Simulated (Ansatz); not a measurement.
**BeGeH (doublet): wave-function methods side by side, 6-31G**

Aim: climb from Hartree-Fock through coupled cluster and multireference methods for BeGeH (doublet) at one geometry and basis, and see what each rung misses.

Method: 6-31G, core rule «outside noble gas», up to 15 orbitals frozen; program: Ansatz 0.2.0, Gaussian basis.

To be run: UHF; CCSD(T) on ROHF; CCSD(T) on UHF; BCCD(T) on ROHF; CISD; CCSDT(Q) on ROHF; CCSDT(Q) on UHF; CISDTQ; CASSCF and MRCISD+Q, 7 electrons in 9 orbitals; CASSCF and NEVPT4(SD), 7 electrons in 9 orbitals; CASSCF and NEVPT2, 7 electrons in 9 orbitals; Full CI.

15 further runs of the same task are left out: 8 that didn't finish, 7 set aside as unsound or not needed.

## (1) The geometry

The geometry is a PBE0/def2-TZVP stationary point (not a proven minimum). No spin-orbit coupling is included. The filled d shell of Ge may be among the frozen orbitals whatever the setting's name suggests; the logs give the count.

3 atoms, charge 0, spin multiplicity 2.

Atoms are counted from 1 here; the program's logs count them from 0.

Bond lengths: Be2–H3 1.345 Å.

## (2) UHF

in.yaml reads:

```yaml
crystal:
  periodic: [false, false, false]
  atoms:
    - {symbol: Ge, position_ang: [0.000000, 0.000000, 1.958676]}
    - {symbol: Be, position_ang: [0.000000, 0.000000, -0.306700]}
    - {symbol: H, position_ang: [0.000000, 0.000000, -1.651976]}
basis:
  gaussian: {orbitals: 6-31G}
magnetization: {spin_polarized: true, initial_magnetization: 1}
hamiltonian: {xc: hf}
output: {orbitals: {seedname: orbitals}}
```

Started as:

```console
ansatz run in.yaml --threads 1 --pin off --events-out ev --progress --plain --max-ram 2393MiB
```

The runs that follow: CCSD(T) on ROHF; CCSD(T) on UHF; BCCD(T) on ROHF; CISD; CCSDT(Q) on ROHF; CCSDT(Q) on UHF; CISDTQ; CASSCF and MRCISD+Q, 7 electrons in 9 orbitals; CASSCF and NEVPT4(SD), 7 electrons in 9 orbitals; CASSCF and NEVPT2, 7 electrons in 9 orbitals; Full CI.

**Question.** What will the summary of the whole plan be? Wanted: FCI below the RHF energy; RMP2 from FCI; UMP2 from FCI; RCCSD from FCI; RCCSD(T) from FCI; UCCSD(T) from FCI; RCCSDT(Q) from FCI; UCCSDT(Q) from FCI; NEVPT2 valence from FCI.

**Answer**, as computed:

| quantity | value |
| --- | --- |
| FCI below the RHF energy | -1.9526 eV |
| RMP2 from FCI | +58.1 kJ/mol |
| UMP2 from FCI | +58.1 kJ/mol |
| RCCSD from FCI | +5.0 kJ/mol |
| RCCSD(T) from FCI | +1.6 kJ/mol |
| UCCSD(T) from FCI | +1.6 kJ/mol |
| RCCSDT(Q) from FCI | +0.1 kJ/mol |
| UCCSDT(Q) from FCI | 0.0 kJ/mol |
| NEVPT2 valence from FCI | +16.8 kJ/mol |
| NEVPT4(SD) valence from FCI | +2.8 kJ/mol |
| MRCISD+Q valence from FCI | +0.2 kJ/mol |
| levels within 1 kcal/mol (43 meV) | RCCSD(T), UCCSD(T), BCCD(T), RCCSDT, UCCSDT, CISDTQ, RCCSDT(Q), UCCSDT(Q), NEVPT4(SD) valence, MRCISD valence, MRCISD+Q valence |
| T1 diagnostic | 0.018 |
| effectively unpaired electrons | 1.05 |

What this shows: RCCSD(T) misses by +1.6 kJ/mol, 0.9 % of the correlation energy. One determinant dominates. Of the multireference levels listed MRCISD+Q valence comes nearest in total energy (+0.2 kJ/mol), which doesn't show that its space is the better one. Coupled cluster took another determinant than the lowest Hartree-Fock one. These misses are within one basis, not against nature; the frozen cores of restricted and unrestricted runs differ, which can shift their rows.
